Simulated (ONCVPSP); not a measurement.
**Ta: generating and testing an ONCV potential**

Do these settings give a usable potential? It is generated, then checked for transferability, scattering, ghosts and hardness.

The numbers are computed with ONCVPSP 4.0.1.1 (patched build) (PBE, scalar-relativistic, spin-unpolarised reference atom).

**1. The design**

The settings as typed:

| Item | Value |
| --- | --- |
| element | tantalum (Ta, Z = 73) |
| type | optimised norm-conserving Vanderbilt (ONCV) |
| frozen core | [Kr] 4d10 4f14 |
| valence charge | 13 |
| reference configuration | 5s2 5p6 5d3 (charge +2) |
| partial waves | 5s: rc 1.65 bohr, ncon 5, nbas 9, qcut 6.7 1/bohr, 2 projectors, debl 2.5 Ha; 5p: rc 2.00 bohr, ncon 4, nbas 8, qcut 7.9 1/bohr, 1 projector; 5d: rc 1.70 bohr, ncon 4, nbas 9, qcut 5.6 1/bohr, 2 projectors, debl 3.4 Ha |
| local potential | polynomial inside 1.55 bohr (lpopt 5, dvloc0 2 Ha) |
| core correction | polynomial model core, fcfact 0.75 |

The nodes and maxima of the atom's own shells, from an earlier all-electron run, set the scale for the radii.

All-electron outer shells of the reference configuration (PBE, scalar-relativistic, ld1.x):

| shell | level (eV) | outermost node (bohr) | outermost maximum (bohr) |
| --- | --- | --- | --- |
| 5p | -54.95 | 0.58 | 1.13 |
| 4f | -40.27 | – | 0.44 |
| 6s | -18.43 | 1.31 | 2.58 |
| 5d | -18.31 | 0.65 | 1.54 |
| 6p | -12.54 | 1.56 | 3.23 |

**2. Generating the potential**

Ta.dat reads:

```
# ATOM AND REFERENCE CONFIGURATION
# atsym  z   nc   nv     iexc    psfile
  Ta 73.00   10    3        4      upf
#
#   n    l    f
    1    0    2.00
    2    0    2.00
    2    1    6.00
    3    0    2.00
    3    1    6.00
    3    2   10.00
    4    0    2.00
    4    1    6.00
    4    2   10.00
    4    3   14.00
    5    0    2.00
    5    1    6.00
    5    2    3.00
#
# PSEUDOPOTENTIAL AND OPTIMIZATION
# lmax
    2
#
#   l,   rc,      ep,       ncon, nbas, qcut
    0    1.65    0.00    5    9    6.70
    1    2.00    0.00    4    8    7.90
    2    1.70    0.00    4    9    5.60
#
# LOCAL POTENTIAL
# lloc, lpopt,  rc(5),   dvloc0
    4    5    1.55    2.00
#
# VANDERBILT-KLEINMAN-BYLANDER PROJECTORs
# l, nproj, debl
    0    2    2.50
    1    1    2.00
    2    2    3.40
#
# MODEL CORE CHARGE
# icmod, fcfact, rcfact
    1    0.75    0.00
#
# LOG DERIVATIVE ANALYSIS
# epsh1, epsh2, depsh
   -5.00    5.00    0.04
#
# OUTPUT GRID
# rlmax, drl
    6.00    0.01
#
# TEST CONFIGURATIONS
# ncnf
    4
# nvcnf
#   n    l    f
    4
    5    0    2.00
    5    1    6.00
    5    2    3.00
    6    0    2.00
#
    4
    5    0    2.00
    5    1    6.00
    5    2    3.00
    6    0    1.00
#
    3
    5    0    2.00
    5    1    6.00
    5    2    2.00
#
    3
    5    0    2.00
    5    1    6.00
    5    2    1.00
#
```

Launch:

```bash
$ oncvpsp.x < Ta.dat > Ta.out
```

Q: Predict the outcome of this session. Wanted: cutoffs for 1 and 0.1 mHa per electron, occupied waves; bound ghosts; GHOST(+) flags; largest test error; largest phase difference near zero energy, channels read; rms error of d²Exc/dn², without and with the model core; projector energies reset by the program.

**Answer**, as computed:

```
                                                quantity                      value
  cutoffs for 1 and 0.1 mHa per electron, occupied waves            20 Ha and 48 Ha
                                            bound ghosts           p at -1102.95 eV
                                          GHOST(+) flags                s at 312 eV
                            largest test error (AE − PS)  -188 meV, for 5s2 5p6 5d1
largest phase difference near zero energy, channels read                  0.453 rad
 rms error of d²Exc/dn², without and with the model core          8.27 and 1.03 mHa
                 projector energies reset by the program        s: -3.254, 0.250 Ha
```

What this shows: It has a bound ghost (p), a state that the atom doesn't have, and that rules the file out. The worst unpolarised test, 5s2 5p6 5d1, is off by 188 meV on 58.6 eV; by total energies transferability rates as poor. That test lies far up in energy; among those under 40 eV, nearer to bonding, the largest error is 34 meV. It counts as of middling hardness, with 20 Ha needed at the looser tolerance. At the looser tolerance the 5s wave is the slowest; 5d needs 13 Ha. Near zero energy the largest phase difference among the channels read is 0.45 rad, in the p channel. The program also flags highly localised states, GHOST(+) (s). Note that the frozen 4f shell (-40 eV) lies higher than the valence 5s shell (-89 eV). These are tests on the free atom; a crystal test is still owed.
